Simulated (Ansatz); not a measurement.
# AlNH2ClF (SMILES [NH2][Al]([F])[Cl]), step by step

We compute a series of 18 runs (HF/STO-3G, UHF/STO-3G, HF/3-21G, UHF/3-21G, HF/6-31G*, UHF/6-31G*, B3LYP/6-31G*, PBE/def2-SVP, and more) of AlClFH2N. 

Program for the calculation: Ansatz 0.2.0.

### Step 1. Starting point

AlNH2ClF has 6 atoms, charge 0, and is taken as a singlet. SMILES: `[NH2][Al]([F])[Cl]`. The shape is that of a PBE0-D4/def2-TZVP optimisation. The run starts from this shape.

Bond lengths: N1–Al2 1.746 Å, Al2–F3 1.641 Å, Al2–Cl4 2.079 Å, N1–H5 1.006 Å, N1–H6 1.006 Å. Angles: N1–Al2–F3 119.8°, N1–Al2–Cl4 121.2°, F3–Al2–Cl4 119.0°, Al2–N1–H5 124.6°, Al2–N1–H6 124.3°, H5–N1–H6 111.1°.

### Step 2. A geometry optimisation at HF/STO-3G (paw set gaussian, start density atoms) (run 1)

Input file in.yaml:

```yaml
crystal:
  periodic: [false, false, false]
  atoms:
    - {symbol: "N", position_ang: [-0.112300, 0.982600, -0.025800]}
    - {symbol: Al, position_ang: [0.152500, -0.739100, 0.092300]}
    - {symbol: F, position_ang: [1.041800, -1.345500, 1.331100]}
    - {symbol: Cl, position_ang: [-0.641100, -2.049400, -1.313600]}
    - {symbol: H, position_ang: [0.246300, 1.661500, 0.624800]}
    - {symbol: H, position_ang: [-0.645100, 1.426000, -0.754900]}
basis:
  gaussian:
    orbitals: STO-3G
hamiltonian:
  xc: hf
relax:
  f_tol: 0.002
output: {orbitals: {seedname: orbitals}}
```

Started as:

```bash
$ ansatz run in.yaml --threads 1 --pin off --max-ram 3480MiB --events-out events.jsonl --progress --plain --runs-dir runs
```

Standard output (excerpt; [...] marks lines left out):

```text
Warning: RAYON_NUM_THREADS=1 ignored (pool sized by the plan → 1); use --threads N
[...]
Functional definition: HF
  name "HF"
[...]
396 factors; integrals over basis functions are off by at most 1.1e-5 eV
[...]
mean field -23040.15771551 eV, -846.7101788652 hartree, gradient 1.9e-5 eV, S^2 0.000000; 0 other end points of the search recorded, 0 dependent functions left out
[...]
reference -23040.15771551 eV, -846.7101788652 hartree; 24, 24 occupied and 6, 6 virtual orbitals, 396 factors
relax step   1: F+E_penalty+E_count = -23040.15771551 eV  Δ(F+E_penalty+E_count) = +0.000e0 eV  max|allowed force component| = 2.328e0 eV/Å  Δτ_max = 0.0000 Å  (28 SCF iters, accepted)
[...]
relax step   6: F+E_penalty+E_count = -23040.24563579 eV  Δ(F+E_penalty+E_count) = -1.456e-5 eV  max|allowed force component| = 5.855e-3 eV/Å  Δτ_max = 0.0016 Å  (25 SCF iters, accepted)
[...]
relax step   7: F+E_penalty+E_count = -23040.24564109 eV  Δ(F+E_penalty+E_count) = -5.300e-6 eV  max|allowed force component| = 3.148e-4 eV/Å  Δτ_max = 0.0012 Å  (25 SCF iters, accepted)
396 factors; integrals over basis functions are off by at most 1.2e-5 eV
[...]
mean field -23040.24564109 eV, -846.7134100707 hartree, gradient 7.1e-6 eV, S^2 0.000000; 1 other end points of the search recorded, 0 dependent functions left out
[...]
reference -23040.24564109 eV, -846.7134100707 hartree; 24, 24 occupied and 6, 6 virtual orbitals, 396 factors
Total energy: -23040.24564109 eV, -846.7134100707 hartree
Atom 0 at    -0.109927     0.948444    -0.027531 Å, force    -0.000071    -0.000315    -0.000073 eV/Å
Atom 1 at     0.166806    -0.721085     0.117033 Å, force    -0.000040     0.000104    -0.000048 eV/Å
Atom 2 at     1.028830    -1.344040     1.312089 Å, force     0.000152     0.000015     0.000130 eV/Å
Atom 3 at    -0.637253    -1.993120    -1.299149 Å, force    -0.000125     0.000161    -0.000077 eV/Å
Atom 4 at     0.240954     1.651531     0.614254 Å, force    -0.000148     0.000160    -0.000053 eV/Å
Atom 5 at    -0.647311     1.394370    -0.762795 Å, force     0.000232    -0.000126     0.000120 eV/Å
Dipole moment:     0.137858     0.569856     0.300060 e Å
```

Run time: 11 s. Hardware: 1 thread of Arm Neoverse N1, shared host; peak memory 0.13 GiB.

The path in brief:

```csv
step,energy from the first frame kept (eV),largest force (eV/Å)
1,0.0000,2.3399
2,-0.0726,0.9333
3,-0.0876,0.0568
4,-0.0878,0.0221
5,-0.0879,0.0140
6,-0.0879,0.0067
7,-0.0879,0.0003
```

After the run. Bond lengths: N1–Al2 1.698 Å, Al2–F3 1.600 Å, Al2–Cl4 2.066 Å, N1–H5 1.015 Å, N1–H6 1.014 Å. Angles: N1–Al2–F3 122.3°, N1–Al2–Cl4 118.9°, F3–Al2–Cl4 118.8°, Al2–N1–H5 124.8°, Al2–N1–H6 125.5°, H5–N1–H6 109.7°.

### Step 3. The harmonic vibrations at HF/STO-3G (paw set gaussian, start density atoms) (run 2)

Input file molecule.yaml:

```yaml
crystal:
  periodic: [false, false, false]
  atoms:
    - {symbol: "N", position_ang: [-0.109927, 0.948444, -0.027531]}
    - {symbol: Al, position_ang: [0.166806, -0.721085, 0.117033]}
    - {symbol: F, position_ang: [1.028830, -1.344040, 1.312089]}
    - {symbol: Cl, position_ang: [-0.637253, -1.993120, -1.299149]}
    - {symbol: H, position_ang: [0.240954, 1.651531, 0.614254]}
    - {symbol: H, position_ang: [-0.647311, 1.394370, -0.762795]}
basis:
  gaussian: {orbitals: STO-3G}
phonons: {temperatures: {t_min: 298.15, t_max: 298.15, t_step: 1}}
hamiltonian: {xc: hf}
```

Started as:

```bash
$ ansatz run molecule.yaml --threads 1 --pin off --max-ram 3480MiB --events-out events.jsonl --progress --plain --runs-dir runs
```

Standard output (excerpt; [...] marks lines left out):

```text
Warning: RAYON_NUM_THREADS=1 ignored (pool sized by the plan → 1); use --threads N
[... 2 set-up lines as earlier in the session ...]
[...]
397 factors; integrals over basis functions are off by at most 1.2e-5 eV
[...]
mean field -23040.24564870 eV, -846.7134103503 hartree, gradient 1.7e-5 eV, S^2 0.000000; 0 other end points of the search recorded, 0 dependent functions left out
[...]
reference -23040.24564870 eV, -846.7134103503 hartree; 24, 24 occupied and 6, 6 virtual orbitals, 397 factors
[...]
397 factors; integrals over basis functions are off by at most 1.2e-5 eV
[...]
mean field -23040.24555937 eV, -846.7134070677 hartree, gradient 9.8e-7 eV, S^2 0.000000; 0 other end points of the search recorded, 0 dependent functions left out
[...]
reference -23040.24555937 eV, -846.7134070677 hartree; 24, 24 occupied and 6, 6 virtual orbitals, 397 factors
[...]
397 factors; integrals over basis functions are off by at most 1.2e-5 eV
[...]
mean field -23040.24554597 eV, -846.7134065750 hartree, gradient 9.8e-7 eV, S^2 0.000000; 0 other end points of the search recorded, 0 dependent functions left out
[...]
reference -23040.24554597 eV, -846.7134065750 hartree; 24, 24 occupied and 6, 6 virtual orbitals, 397 factors
Total energy: -23040.24564870 eV, -846.7134103503 hartree
Atom 0 at    -0.109927     0.948444    -0.027531 Å, force    -0.000078    -0.000287    -0.000077 eV/Å
Atom 1 at     0.166806    -0.721085     0.117033 Å, force    -0.000038     0.000123    -0.000045 eV/Å
Atom 2 at     1.028830    -1.344040     1.312089 Å, force     0.000153     0.000014     0.000132 eV/Å
Atom 3 at    -0.637253    -1.993120    -1.299149 Å, force    -0.000128     0.000160    -0.000080 eV/Å
Atom 4 at     0.240954     1.651531     0.614254 Å, force    -0.000162     0.000131    -0.000078 eV/Å
Atom 5 at    -0.647311     1.394370    -0.762795 Å, force     0.000253    -0.000141     0.000149 eV/Å
Dipole moment:     0.137857     0.569856     0.300059 e Å
Vibrations: 205.87 245.55 274.36 363.97 404.82 579.81 862.56 982.31 1132.29 1962.43 4034.51 4215.60 cm⁻¹, zero-point energy 0.946251 eV
```

Run time: 20 s. Hardware: 1 thread of Arm Neoverse N1, shared host; peak memory 0.082 GiB.

Runs 3 to 17 aren't shown in full; the table further down has their settings and results.

### Step 4. The harmonic vibrations at MP2/6-31G(d) (Cartesian functions, paw set gaussian, start density atoms) (run 18)

Input file molecule.yaml:

```yaml
crystal:
  periodic: [false, false, false]
  atoms:
    - symbol: N
      position_ang: [-0.114820, 0.990219, -0.028062]
    - symbol: Al
      position_ang: [0.156965, -0.746185, 0.098144]
    - symbol: F
      position_ang: [1.052708, -1.368447, 1.343851]
    - symbol: Cl
      position_ang: [-0.644788, -2.048019, -1.319247]
    - symbol: H
      position_ang: [0.243945, 1.677327, 0.623276]
    - symbol: H
      position_ang: [-0.651910, 1.431204, -0.764063]
basis:
  gaussian:
    orbitals: "6-31G*"
correlation:
  method: mp2
phonons:
  temperatures: {t_min: 298.15, t_max: 298.15, t_step: 1}
```

Started as:

```bash
$ ansatz run molecule.yaml --threads 1 --pin off --max-ram 3480MiB --events-out events.jsonl --progress --plain --runs-dir runs
```

Standard output (excerpt; [...] marks lines left out):

```text
Warning: RAYON_NUM_THREADS=1 ignored (pool sized by the plan → 1); use --threads N
[... 2 set-up lines as earlier in the session ...]
[...]
718 factors; integrals over basis functions are off by at most 3.5e-4 eV
[...]
mean field -23310.08236944 eV, -856.6297269357 hartree, gradient 2.1e-6 eV, S^2 0.000000; 0 other end points of the search recorded, 0 dependent functions left out
12 core orbitals not correlated: weight in the atoms' cores, before any rotation towards them, 1.000 or more for the frozen orbitals, at most 0.000 for the correlated occupied ones
reference -23310.08236944 eV, -856.6297269357 hartree; 12, 12 occupied and 48, 48 virtual orbitals, 718 factors
second order -14.11138359 eV of doubles, -0.00000000 eV of singles
[...]
718 factors; integrals over basis functions are off by at most 3.5e-4 eV
[...]
reference -23310.08096800 eV, -856.6296754337 hartree; 12, 12 occupied and 48, 48 virtual orbitals, 718 factors
second order -14.11270433 eV of doubles, -0.00000000 eV of singles
[...]
Total energy: -23324.19375303 eV, -857.1483107176 hartree
Atom 0 at    -0.114820     0.990219    -0.028062 Å, force     0.000080     0.001709     0.000380 eV/Å
Atom 1 at     0.156965    -0.746185     0.098144 Å, force    -0.000464    -0.001711    -0.000991 eV/Å
Atom 2 at     1.052708    -1.368447     1.343851 Å, force     0.000044     0.000529     0.000186 eV/Å
Atom 3 at    -0.644788    -2.048019    -1.319247 Å, force     0.000199     0.000431     0.000350 eV/Å
Atom 4 at     0.243945     1.677327     0.623276 Å, force     0.000243    -0.000244     0.000285 eV/Å
Atom 5 at    -0.651910     1.431204    -0.764063 Å, force    -0.000101    -0.000715    -0.000211 eV/Å
Dipole moment:    -0.066273     0.576020    -0.005954 e Å
Vibrations: 177.78 222.31 258.04 372.15 410.95 504.37 711.21 836.15 952.56 1633.99 3624.93 3728.63 cm⁻¹, zero-point energy 0.832743 eV
Checks for a lower state left out: cluster_reference
```

It took 1.9 min on 1 thread of Arm Neoverse N1, shared host; peak memory 0.14 GiB.

### Step 5. Overview of the runs

| run | level | task | walk f tol | partner | energy (Eh) | dipole moment (D) | wall time |
| --- | --- | --- | --- | --- | --- | --- | --- |
| 1 | HF/STO-3G (paw set gaussian, start density atoms) | optimise | 0.002 | base | -846.713410 | 3.16 | 11 s |
| 2 | HF/STO-3G (paw set gaussian, start density atoms) | frequencies | – | base | -846.713410 | 3.16 | 20 s |
| 3 | UHF/STO-3G (paw set gaussian, start density atoms) | energy | – | cation | -846.474176 | – | 0.38 s |
| 4 | UHF/STO-3G (paw set gaussian, start density atoms) | optimise | – | cation | -846.503765 | – | 12 s |
| 5 | HF/3-21G (paw set gaussian, start density atoms) | optimise | 0.002 | base | -852.302057 | 3.84 | 11 s |
| 6 | HF/3-21G (paw set gaussian, start density atoms) | frequencies | – | base | -852.302056 | 3.84 | 26 s |
| 7 | UHF/3-21G (paw set gaussian, start density atoms) | energy | – | cation | -851.959413 | – | 1.1 s |
| 8 | UHF/3-21G (paw set gaussian, start density atoms) | optimise | – | cation | -851.983345 | – | 20 s |
| 9 | HF/6-31G* (Cartesian functions, paw set gaussian, start density atoms) | optimise | 0.002 | base | -856.630570 | 2.80 | 18 s |
| 10 | HF/6-31G* (Cartesian functions, paw set gaussian, start density atoms) | frequencies | – | base | -856.630570 | 2.80 | 59 s |
| 11 | UHF/6-31G* (Cartesian functions, paw set gaussian, start density atoms) | energy | – | cation | -856.293328 | – | 2.4 s |
| 12 | UHF/6-31G* (Cartesian functions, paw set gaussian, start density atoms) | optimise | – | cation | -856.318562 | – | 29 s |
| 13 | B3LYP/6-31G* (Cartesian functions, paw set gaussian, start density atoms) | optimise | 0.002 | base | -858.607599 | 2.78 | 39 s |
| 14 | B3LYP/6-31G* (Cartesian functions, paw set gaussian, start density atoms) | frequencies | – | base | -858.607599 | 2.78 | 1.8 min |
| 15 | PBE/def2-SVP (paw set gaussian, start density atoms) | optimise | 0.002 | base | -857.777906 | 2.69 | 27 s |
| 16 | PBE/def2-SVP (paw set gaussian, start density atoms) | frequencies | – | base | -857.777906 | 2.69 | 65 s |
| 17 | MP2/6-31G* (Cartesian functions, paw set gaussian, start density atoms) | optimise | 0.002 | base | -857.148311 | 2.79 | 28 s |
| 18 | MP2/6-31G* (Cartesian functions, paw set gaussian, start density atoms) | frequencies | – | base | -857.148311 | 2.79 | 1.9 min |

### Step 6. What came out

| quantity | value |
| --- | --- |
| run 18, MP2/6-31G*: total energy | -857.14831 Eh |
| run 18, MP2/6-31G*: dipole moment (correlated density) | 2.79 D |
| run 18, MP2/6-31G*: correlation energy (12 core orbitals frozen) | -518.6 mEh |
| run 18, MP2/6-31G*: largest force on an atom | 0.002 eV/Å |
| run 18, MP2/6-31G*: lowest harmonic wavenumber | 178 cm⁻¹ |
| run 18, MP2/6-31G*: highest harmonic wavenumber | 3729 cm⁻¹ |
| run 18, MP2/6-31G*: zero-point energy | 80.3 kJ/mol |
| vertical ionisation energy (to the doublet cation), HF/STO-3G | 6.510 eV |
| vertical ionisation energy (to the doublet cation), HF/3-21G | 9.324 eV |
| vertical ionisation energy (to the doublet cation), HF/6-31G* | 9.177 eV |
| adiabatic ionisation energy (to the doublet cation, no zero-point term), HF/STO-3G | 5.705 eV |
| adiabatic ionisation energy (to the doublet cation, no zero-point term), HF/3-21G | 8.673 eV |
| adiabatic ionisation energy (to the doublet cation, no zero-point term), HF/6-31G* | 8.490 eV |

In words: At HF/STO-3G: removing an electron at fixed nuclei costs 6.51 eV (150 kcal/mol). In a minimal basis such a difference can be off by several eV, whatever the method. At HF/3-21G: removing an electron at fixed nuclei costs 9.32 eV (215 kcal/mol). At HF/6-31G*: removing an electron at fixed nuclei costs 9.18 eV (212 kcal/mol). At HF/STO-3G: the adiabatic ionisation energy (to the doublet cation, no zero-point term) is 5.70 eV (550 kJ/mol). At HF/3-21G: the adiabatic ionisation energy (to the doublet cation, no zero-point term) is 8.67 eV (837 kJ/mol). Totals of different functionals can't be ranked against each other. In runs 1, 2, 3, 4 the basis is minimal, so the values are rough. All runs together took 9.9 min, the longest 1.9 min.
